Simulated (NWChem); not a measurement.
**CH7AlOSi (SMILES [CH3][AlH][O][SiH3]): HF/3-21G**

Aim: a structure relaxation of CH7AlOSi. 

The results are computed with NWChem 7.3.0.

9 further runs of the same task are left out: 2 that didn't finish, 7 set aside as unsound or not needed. Runs told in other sessions of the task aren't counted.

### Step 1. The molecule

CH7AlOSi has 11 atoms, charge 0, and is taken as a singlet. SMILES: `[CH3][AlH][O][SiH3]`. Geometry: relaxed at PBE0-D4/def2-TZVP. This is one conformer, not always the lowest. The run starts from this shape.

Bond lengths: C1–Al2 1.942 Å, Al2–O3 1.688 Å, O3–Si4 1.621 Å, C1–H5 1.093 Å, C1–H6 1.096 Å, C1–H7 1.094 Å, Al2–H8 1.582 Å, Si4–H9 1.488 Å, Si4–H10 1.489 Å, Si4–H11 1.488 Å. Some angles: C1–Al2–O3 119.8°, Al2–O3–Si4 169.7°, C1–Al2–H8 124.0°, O3–Al2–H8 116.2°, Al2–C1–H5 112.4°, Al2–C1–H6 110.3°, Al2–C1–H7 111.7°, O3–Si4–H9 110.1°, O3–Si4–H10 110.8°, O3–Si4–H11 110.2°.

### Step 2. A structure relaxation at HF/3-21G

ch7alosi.nw reads:

```
start ch7alosi
memory stack 880 mb heap 220 mb global 1100 mb
charge 0

geometry units angstrom
C     -1.516100     1.536800    -0.427400
Al    -1.148200    -0.171900     0.419400
O      0.407500    -0.823300     0.350400
Si     1.960700    -1.220800     0.113400
H     -0.796600     1.774200    -1.214900
H     -1.467000     2.345400     0.310900
H     -2.521600     1.566500    -0.857000
H     -2.226500    -1.018100     1.209700
H      2.731500    -1.046600     1.374000
H      2.573500    -0.359900    -0.936300
H      2.068100    -2.639400    -0.321500
end

basis spherical bse
* library 3-21G
end

scf
thresh 1e-07
maxiter 80
print low
end

driver
maxiter 60
end

freq
temp 2 298.15 573.15
end

task scf optimize
task scf frequencies
```

Command:

```console
$ nwchem ch7alosi.nw > ch7alosi.out
```

**Question.** What will come out? Wanted: total energy at the end; lowest harmonic wavenumber; highest harmonic wavenumber.

Computed results:

Level: HF/3-21G.

```
                   quantity                value
    total energy at the end        -644.26344 Eh
 lowest harmonic wavenumber  6i cm⁻¹ (imaginary)
highest harmonic wavenumber            3237 cm⁻¹
```

What this shows: At the final geometry: Bond lengths: C1–Al2 1.981 Å, Al2–O3 1.682 Å, O3–Si4 1.650 Å, C1–H5 1.089 Å, C1–H6 1.089 Å, C1–H7 1.087 Å, Al2–H8 1.599 Å, Si4–H9 1.488 Å, Si4–H10 1.489 Å, Si4–H11 1.488 Å. Some angles: C1–Al2–O3 120.5°, Al2–O3–Si4 179.9°, C1–Al2–H8 122.4°, O3–Al2–H8 117.1°, Al2–C1–H5 111.5°, Al2–C1–H6 111.4°, Al2–C1–H7 111.4°, O3–Si4–H9 111.1°, O3–Si4–H10 111.1°, O3–Si4–H11 111.2°. 1 mode is imaginary (lowest 6i cm⁻¹); so small a value may be numerical noise or a very soft motion. The optimisation took 24 steps and changed the energy by -0.061 eV.
